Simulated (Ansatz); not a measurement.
**CH₄SSe (SMILES CS[SeH]): single points off equilibrium**

How do the functionals fare away from a minimum? The structure is a structure displaced at random from a GFN2-xTB minimum.

Method: single points in def2-TZVPP; program: Ansatz 0.2.0, Gaussian basis.

Correlated methods freeze the cores. Filled d shells of the heavier atoms are correlated.

## (1) Starting geometry

SMILES `CS[SeH]`, 7 atoms, charge 0, spin multiplicity 1.

Atoms are counted from 1 here; the program's logs count them from 0.

Bond lengths: C1–S2 1.729 Å, C1–H4 1.347 Å, C1–H5 1.044 Å, C1–H6 1.048 Å, S2–Se3 2.219 Å, Se3–H7 1.371 Å. Angles: S2–C1–H4 105.1°, S2–C1–H5 124.3°, S2–C1–H6 109.1°, H4–C1–H5 90.3°, H4–C1–H6 107.5°, H5–C1–H6 116.6°, C1–S2–Se3 104.2°, S2–Se3–H7 98.3°.

Geometry (Å):

```
C    -0.53390    0.81930   -0.12450
S    -0.51200   -0.47880    1.01770
Se    0.86890   -1.96730    0.12190
H    -0.83200    0.24370   -1.30530
H     0.31990    1.24920   -0.54390
H    -1.31840    1.47230    0.11440
H     2.05450   -1.37960    0.48050
```

## (2) CCSD(T)/def2-TZVPP

Input file run/in.yaml:

```yaml
crystal:
  periodic: [false, false, false]
  atoms:
    - {symbol: C, position_ang: [-0.533900, 0.819300, -0.124500]}
    - {symbol: S, position_ang: [-0.512000, -0.478800, 1.017700]}
    - {symbol: Se, position_ang: [0.868900, -1.967300, 0.121900]}
    - {symbol: H, position_ang: [-0.832000, 0.243700, -1.305300]}
    - {symbol: H, position_ang: [0.319900, 1.249200, -0.543900]}
    - {symbol: H, position_ang: [-1.318400, 1.472300, 0.114400]}
    - {symbol: H, position_ang: [2.054500, -1.379600, 0.480500]}
basis:
  gaussian: {orbitals: def2-TZVPP}
correlation: {method: ccsd_t}
output: {forces: true}
```

No record of the launch command was kept for these runs.

## (3) PBE0-D4/def2-TZVPP

Edit run/in.yaml of step 2 so:

```diff
@@ -12,3 +12,3 @@
   gaussian: {orbitals: def2-TZVPP}
-correlation: {method: ccsd_t}
-output: {forces: true}
+hamiltonian: {xc: pbe0, dispersion: d4}
+output: {forces: true, orbitals: {seedname: orbitals}}
```

## (4) wB97M-V/def2-TZVPP

Edit run/in.yaml of step 3 so:

```diff
@@ -12,3 +12,3 @@
   gaussian: {orbitals: def2-TZVPP}
-hamiltonian: {xc: pbe0, dispersion: d4}
-output: {forces: true, orbitals: {seedname: orbitals}}
+hamiltonian: {xc: {name: wB97M-V}}
+output: {forces: true}
```

## (5) r2SCAN-D4/def2-TZVPP

Edit run/in.yaml of step 4 so:

```diff
@@ -12,3 +12,3 @@
   gaussian: {orbitals: def2-TZVPP}
-hamiltonian: {xc: {name: wB97M-V}}
+hamiltonian: {xc: r2scan, dispersion: d4}
 output: {forces: true}
```

## (6) PBE-D4/def2-TZVPP

Edit run/in.yaml of step 5 so:

```diff
@@ -12,3 +12,3 @@
   gaussian: {orbitals: def2-TZVPP}
-hamiltonian: {xc: r2scan, dispersion: d4}
+hamiltonian: {xc: pbe, dispersion: d4}
 output: {forces: true}
```

## (7) r2SCANh-D4/def2-TZVPP

Edit run/in.yaml of step 6 so:

```diff
@@ -12,3 +12,3 @@
   gaussian: {orbitals: def2-TZVPP}
-hamiltonian: {xc: pbe, dispersion: d4}
+hamiltonian: {xc: {name: r2SCANh}, dispersion: d4}
 output: {forces: true}
```

## (8) BHLYP-D4/def2-TZVPP

Edit run/in.yaml of step 7 so:

```diff
@@ -12,3 +12,3 @@
   gaussian: {orbitals: def2-TZVPP}
-hamiltonian: {xc: {name: r2SCANh}, dispersion: d4}
+hamiltonian: {xc: {name: BHLYP}, dispersion: d4}
 output: {forces: true}
```

(Steps that only read results are left out.)

Before running it: what results should come out? Wanted: energy less free atoms, CCSD(T)/def2-TZVPP; RMS force component; RMS force error; HOMO and LUMO, PBE0-D4; T1 diagnostic.

As calculated:

```
                                  quantity                                                                                               value
energy less free atoms, CCSD(T)/def2-TZVPP                                                                                          -20.793 eV
                       RMS force component                                                                1.945 to 1.982 eV/Å over the methods
                           RMS force error  PBE0-D4 0.141, wB97M-V 0.084, r2SCAN-D4 0.108, PBE-D4 0.219, r2SCANh-D4 0.112, BHLYP-D4 0.157 eV/Å
                    HOMO and LUMO, PBE0-D4                                                                                  -6.68 and -1.36 eV
                             T1 diagnostic                                                                                               0.010
```

Against CCSD(T) the functionals' energies less atoms differ by -1.204 to +0.101 eV, PBE-D4 by -1.204 eV. The reference is not at the basis limit: in triple zeta CCSD(T) underbinds, which counts against methods that bind more; the gaps are no ranking. For forces wB97M-V does best and PBE-D4 worst. Frozen-core CCSD(T) forces in triple zeta carry basis errors of their own, and this is one geometry, so small gaps rank nothing.
